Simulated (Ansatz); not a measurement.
# CF₃GeN: small, medium and large basis sets

An exercise on one series of results from a longer session: the logs are not shown, and one member is left open.

Computed with Ansatz 0.2.0, Gaussian basis. Level: one geometry, several basis sets.

Levels to be run: PBE0-D4/def2-SVP; ωB97M-V/def2-SVP; PBE0-D4/def2-QZVPP; ωB97M-V/def2-QZVPP; the functionals' def2-TZVPP values are taken from earlier runs.

### The relaxed structure

All runs share one geometry, relaxed beforehand with PBE0-D4 in a triple-zeta def2 set.

6 atoms, charge 0, spin multiplicity 1.

Atoms are counted from 1 here; the program's logs count them from 0.

Bond lengths: N1–C2 1.150 Å, C2–Ge3 1.891 Å, Ge3–F4 1.695 Å, Ge3–F5 1.695 Å, Ge3–F6 1.695 Å. Angles: N1–C2–Ge3 180.0°, C2–Ge3–F4 110.4°, C2–Ge3–F5 110.4°, C2–Ge3–F6 110.4°, F4–Ge3–F5 108.5°, F4–Ge3–F6 108.5°, F5–Ge3–F6 108.5°.

Set-up of the first run:

Input file in.yaml:

```yaml
crystal:
  periodic: [false, false, false]
  atoms:
    - {symbol: N, position_ang: [2.193470, -0.758660, 0.984262]}
    - {symbol: C, position_ang: [1.194033, -0.416713, 0.530831]}
    - {symbol: Ge, position_ang: [-0.450240, 0.145766, -0.215143]}
    - {symbol: F, position_ang: [-1.471954, -1.183167, -0.466178]}
    - {symbol: F, position_ang: [-0.193032, 0.914385, -1.703784]}
    - {symbol: F, position_ang: [-1.230278, 1.234388, 0.823812]}
basis:
  gaussian: {orbitals: def2-SVP}
hamiltonian: {xc: pbe0, dispersion: d4}
output: {orbitals: {seedname: orbitals}}
```

The run is started by

```sh
ansatz run in.yaml --threads 4 --pin off --events-out ev --progress --plain --max-ram 10444MiB
```

Steps of the session up to this table: PBE0-D4 in def2-SVP; ωB97M-V in def2-SVP; PBE0-D4 in def2-QZVPP; ωB97M-V in def2-QZVPP.

One table of the session follows, with a row left open; its other results are not shown here.

It belongs to the step «Density functionals: the series». 

| functional | basis | HOMO (eV) |
| --- | --- | --- |
| PBE0-D4 | def2-SVP | -11.30 |
| PBE0-D4 | def2-TZVPP | -11.32 |
| PBE0-D4 | def2-QZVPP | ? |
| ωB97M-V | def2-SVP | -13.62 |
| ωB97M-V | def2-TZVPP | -13.67 |
| ωB97M-V | def2-QZVPP | -13.70 |

Estimate the missing values for PBE0-D4, def2-QZVPP.

**Answer.** HOMO (eV): -11.34. In the column «HOMO (eV)» it lies between ωB97M-V, def2-SVP (-13.62) and PBE0-D4, def2-TZVPP (-11.32).
